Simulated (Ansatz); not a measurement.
**H3OSbSe (SMILES O[Se][SbH2]): functionals against CCSD(T) at one geometry**

How do the functionals fare away from a minimum? The structure is a structure displaced at random from a GFN2-xTB minimum.

Computed with Ansatz 0.2.0, Gaussian basis. Level: single points in def2-TZVPP.

Cores are frozen in the correlated methods. Filled d shells of the heavier atoms are correlated. Core potentials replace the inner electrons past krypton, and spin-orbit coupling is left out.

## (1) The starting structure

6 atoms, charge 0, spin multiplicity 1.

Atoms are counted from 1 here; the program's logs count them from 0.

Bond lengths: O1–Se2 1.806 Å, O1–H4 1.021 Å, Se2–Sb3 2.569 Å, Sb3–H5 1.702 Å, Sb3–H6 1.655 Å. Angles: Se2–O1–H4 105.8°, O1–Se2–Sb3 92.7°, Se2–Sb3–H5 90.7°, Se2–Sb3–H6 90.3°, H5–Sb3–H6 89.3°.

Coordinates:

```xyz
6

O    -1.1143   -0.9110   -0.5437
Se    0.1351   -1.4491    0.6448
Sb    1.4989    0.7107    0.3718
H    -1.9617   -0.7426   -0.0001
H     1.1019    0.7765   -1.2816
H     0.1543    1.6143    0.7085
```

## (2) CCSD(T)/def2-TZVPP

File run/in.yaml:

```yaml
crystal:
  periodic: [false, false, false]
  atoms:
    - {symbol: O, position_ang: [-1.114300, -0.911000, -0.543700]}
    - {symbol: Se, position_ang: [0.135100, -1.449100, 0.644800]}
    - {symbol: Sb, position_ang: [1.498900, 0.710700, 0.371800]}
    - {symbol: H, position_ang: [-1.961700, -0.742600, -0.000100]}
    - {symbol: H, position_ang: [1.101900, 0.776500, -1.281600]}
    - {symbol: H, position_ang: [0.154300, 1.614300, 0.708500]}
basis:
  gaussian: {orbitals: def2-TZVPP}
correlation: {method: ccsd_t}
output: {forces: true}
```

The command line of these runs was not kept.

## (3) PBE0-D4/def2-TZVPP

Changes to run/in.yaml since step 2:

```diff
@@ -11,3 +11,3 @@
   gaussian: {orbitals: def2-TZVPP}
-correlation: {method: ccsd_t}
-output: {forces: true}
+hamiltonian: {xc: pbe0, dispersion: d4}
+output: {forces: true, orbitals: {seedname: orbitals}}
```

## (4) wB97M-V/def2-TZVPP

Changes to run/in.yaml since step 3:

```diff
@@ -11,3 +11,3 @@
   gaussian: {orbitals: def2-TZVPP}
-hamiltonian: {xc: pbe0, dispersion: d4}
-output: {forces: true, orbitals: {seedname: orbitals}}
+hamiltonian: {xc: {name: wB97M-V}}
+output: {forces: true}
```

## (5) r2SCAN-D4/def2-TZVPP

Changes to run/in.yaml since step 4:

```diff
@@ -11,3 +11,3 @@
   gaussian: {orbitals: def2-TZVPP}
-hamiltonian: {xc: {name: wB97M-V}}
+hamiltonian: {xc: r2scan, dispersion: d4}
 output: {forces: true}
```

## (6) PBE-D4/def2-TZVPP

Changes to run/in.yaml since step 5:

```diff
@@ -11,3 +11,3 @@
   gaussian: {orbitals: def2-TZVPP}
-hamiltonian: {xc: r2scan, dispersion: d4}
+hamiltonian: {xc: pbe, dispersion: d4}
 output: {forces: true}
```

## (7) HSE06-D4/def2-TZVPP

Changes to run/in.yaml since step 6:

```diff
@@ -11,3 +11,3 @@
   gaussian: {orbitals: def2-TZVPP}
-hamiltonian: {xc: pbe, dispersion: d4}
+hamiltonian: {xc: hse06, dispersion: d4}
 output: {forces: true}
```

## (8) SPW92/def2-TZVPP

Changes to run/in.yaml since step 7:

```diff
@@ -11,3 +11,3 @@
   gaussian: {orbitals: def2-TZVPP}
-hamiltonian: {xc: hse06, dispersion: d4}
+hamiltonian: {xc: lda}
 output: {forces: true}
```

(Steps that only read results are left out.)

What does the calculation give? Wanted: energy less free atoms, CCSD(T)/def2-TZVPP; RMS force component; RMS force error; HOMO and LUMO, PBE0-D4; T1 diagnostic.

The runs gave:

```
                                  quantity                                                                                          value
energy less free atoms, CCSD(T)/def2-TZVPP                                                                                 -1400.2 kJ/mol
                       RMS force component                                                           0.757 to 0.943 eV/Å over the methods
                           RMS force error  PBE0-D4 0.134, wB97M-V 0.091, r2SCAN-D4 0.108, PBE-D4 0.289, HSE06-D4 0.134, SPW92 0.279 eV/Å
                    HOMO and LUMO, PBE0-D4                                                                             -6.57 and -1.39 eV
                             T1 diagnostic                                                                                          0.013
```

**Reading.** Against CCSD(T) the functionals' energies less atoms differ by -387.9 to -37.5 kJ/mol, PBE-D4 by -111.6 kJ/mol. The reference is not at the basis limit: in triple zeta CCSD(T) underbinds, which counts against methods that bind more; the gaps are no ranking. For forces wB97M-V does best and PBE-D4 worst. Frozen-core CCSD(T) forces in triple zeta carry basis errors of their own, and this is one geometry, so small gaps rank nothing.
